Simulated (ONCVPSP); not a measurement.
# Pseudopotential generation for Cu: ONCV, PBE

Do these settings give a usable potential? It is generated, then checked for transferability, scattering, ghosts and hardness.

The numbers are computed with ONCVPSP 4.0.1.1 (patched build) (PBE, scalar-relativistic, spin-unpolarised reference atom).

## (1) Settings

Typed settings, in words:

| Item | Value |
| --- | --- |
| element | copper (Cu, Z = 29) |
| type | optimised norm-conserving Vanderbilt (ONCV) |
| frozen core | [Ne] |
| valence charge | 19 |
| reference configuration | 3s2 3p6 3d10 4s0.5 (charge +0.5) |
| partial waves | 3s+4s: rc 1.40 bohr, ncon 3, nbas 7, qcut 8 1/bohr, 2 projectors; 3p: rc 0.75 bohr, ncon 4, nbas 8, qcut 12.3 1/bohr, 2 projectors, debl 3.4 Ha; 3d: rc 1.45 bohr, ncon 3, nbas 7, qcut 13.1 1/bohr, 1 projector |
| local potential | polynomial inside 0.45 bohr (lpopt 1, dvloc0 3 Ha) |
| core correction | not asked for |

## (2) Generating the potential

Cu.dat

```
# ATOM AND REFERENCE CONFIGURATION
# atsym  z   nc   nv     iexc    psfile
  Cu 29.00    3    4        4      upf
#
#   n    l    f
    1    0    2.00
    2    0    2.00
    2    1    6.00
    3    0    2.00
    3    1    6.00
    3    2   10.00
    4    0    0.50
#
# PSEUDOPOTENTIAL AND OPTIMIZATION
# lmax
    2
#
#   l,   rc,      ep,       ncon, nbas, qcut
    0    1.40    0.00    3    7    8.00
    1    0.75    0.00    4    8   12.30
    2    1.45    0.00    3    7   13.10
#
# LOCAL POTENTIAL
# lloc, lpopt,  rc(5),   dvloc0
    4    1    0.45    3.00
#
# VANDERBILT-KLEINMAN-BYLANDER PROJECTORs
# l, nproj, debl
    0    2    1.10
    1    2    3.40
    2    1    1.90
#
# MODEL CORE CHARGE
# icmod, fcfact, rcfact
    0    0.00    0.00
#
# LOG DERIVATIVE ANALYSIS
# epsh1, epsh2, depsh
   -6.00    5.00    0.04
#
# OUTPUT GRID
# rlmax, drl
    6.00    0.01
#
# TEST CONFIGURATIONS
# ncnf
    4
# nvcnf
#   n    l    f
    4
    3    0    2.00
    3    1    6.00
    3    2   10.00
    4    0    1.00
#
    4
    3    0    2.00
    3    1    6.00
    3    2   10.00
    4    0    0.00
#
    4
    3    0    2.00
    3    1    6.00
    3    2    9.00
    4    0    0.00
#
    4
    3    0    2.00
    3    1    6.00
    3    2    8.00
    4    0    0.00
#
```

The run is started by

```sh
$ oncvpsp.x < Cu.dat > Cu.out
```

Before running it: what results should come out? Wanted: cutoffs for 1 and 0.1 mHa per electron, occupied waves; bound ghosts; GHOST(+) flags; largest test error; largest phase difference near zero energy, channels read.

The runs gave:

```
                                                quantity                         value
  cutoffs for 1 and 0.1 mHa per electron, occupied waves              67 Ha and 281 Ha
                                            bound ghosts                    none found
                                          GHOST(+) flags                   s at 186 eV
                            largest test error (AE − PS)  -12 meV, for 3s2 3p6 3d9 4s0
largest phase difference near zero energy, channels read                     0.011 rad
```

**Reading.** The worst unpolarised test, 3s2 3p6 3d9 4s0, is off by 12 meV on 26.3 eV; by total energies transferability rates as good. By its cutoff, 67 Ha for the looser tolerance, it is very hard. The tighter tolerance needs 281 Ha, and converged work needs a cutoff nearer that. At the looser tolerance the 3p wave is the slowest; 3d needs 57 Ha. No bound ghost shows below the valence levels. Near zero energy the phases of the channels with partial waves agree within 0.011 rad. The program also flags highly localised states, GHOST(+) (s). These are tests on the free atom; a crystal test is still owed.
